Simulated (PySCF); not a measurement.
**CdSi−: from the state search to spectroscopic constants**

One job finds the state of CdSi−, follows it along the bond with each method and fits the curves.

The runs use PySCF 2.14.0; Cd def2-SVPD with ECP28, Si def2-SVPD, scalar-relativistic core potentials.

### 1 Set-up

A driver script around PySCF takes these settings:

```yaml
atoms: Cd, Si
charge: -1
basis: Cd def2-SVPD with ECP28, Si def2-SVPD
Hamiltonian: scalar-relativistic core potentials
basis_functions: 58
electrons_treated: 35
masses_in_u: 113.9034, 27.9769
levels: PBE0, PBE, r²SCAN, r²SCANh, r²SCAN0, BP86, CAM-B3LYP, HF, MP2, SCS-MP2
grid: 80 radial by 434 angular points
occupations: held fixed by the projection of orbital angular momentum
dissociation_limit: Cd + Si−, each in its ground configuration
starting_distance_in_angstrom: 2.615
values_of_2S_to_try: 1, 3
```

The run is started by

```console
$ OMP_NUM_THREADS=1 python dia.py task.json out
```

Further steps of the session: The PBE0 curve of the lowest state; PBE; r²SCAN (meta-GGA); r²SCANh (hybrid meta-GGA); r²SCAN0; BP86; CAM-B3LYP (range-separated hybrid); UHF (mean field).

Q: Predict the outcome of this session. Wanted: for each run, Re; ωe; De; μ.

As calculated:

Lowest PBE0 solution found, without spin–orbit coupling: ⁴Σ⁻ (quartet), unpaired electrons σ ↑, π ↑↑.

```csv
level,Re (Å),ωe (cm⁻¹),De (eV),μ (D)
UHF,3.004,119.3,0.63,-5.21
UHF-MP2,2.723,163.1,0.92,n/a
UHF-SCS-MP2,2.771,150.6,0.82,n/a
PBE,2.703,180.2,1.21,-4.11
BP86,2.699,180.8,1.21,-3.98
r²SCAN,2.670,187.8,1.17,-4.10
r²SCANh,2.676,185.3,1.14,-4.15
PBE0,2.703,179.2,1.11,-4.25
r²SCAN0,2.684,181.8,1.11,-4.22
CAM-B3LYP,2.721,169.4,1.02,-4.23
```

De is counted to Cd + Si− in their ground configurations. A positive dipole points from Cd to Si; in an ion it is taken about the centre of mass and does not tell which atom is negative.

**Reading.** Bond lengths run from 2.670 Å (r²SCAN) to 3.004 Å (UHF). Among the levels with a De in the table, it runs from 0.63 eV (UHF) to 1.21 eV (PBE).

Correlated steps freeze 5 core orbitals. With some functionals the highest level of the anion is positive, mostly a sign of self-interaction error; the finite basis then holds the extra electron, and no neutral molecule was run to test the binding. Spin–orbit coupling is left out.
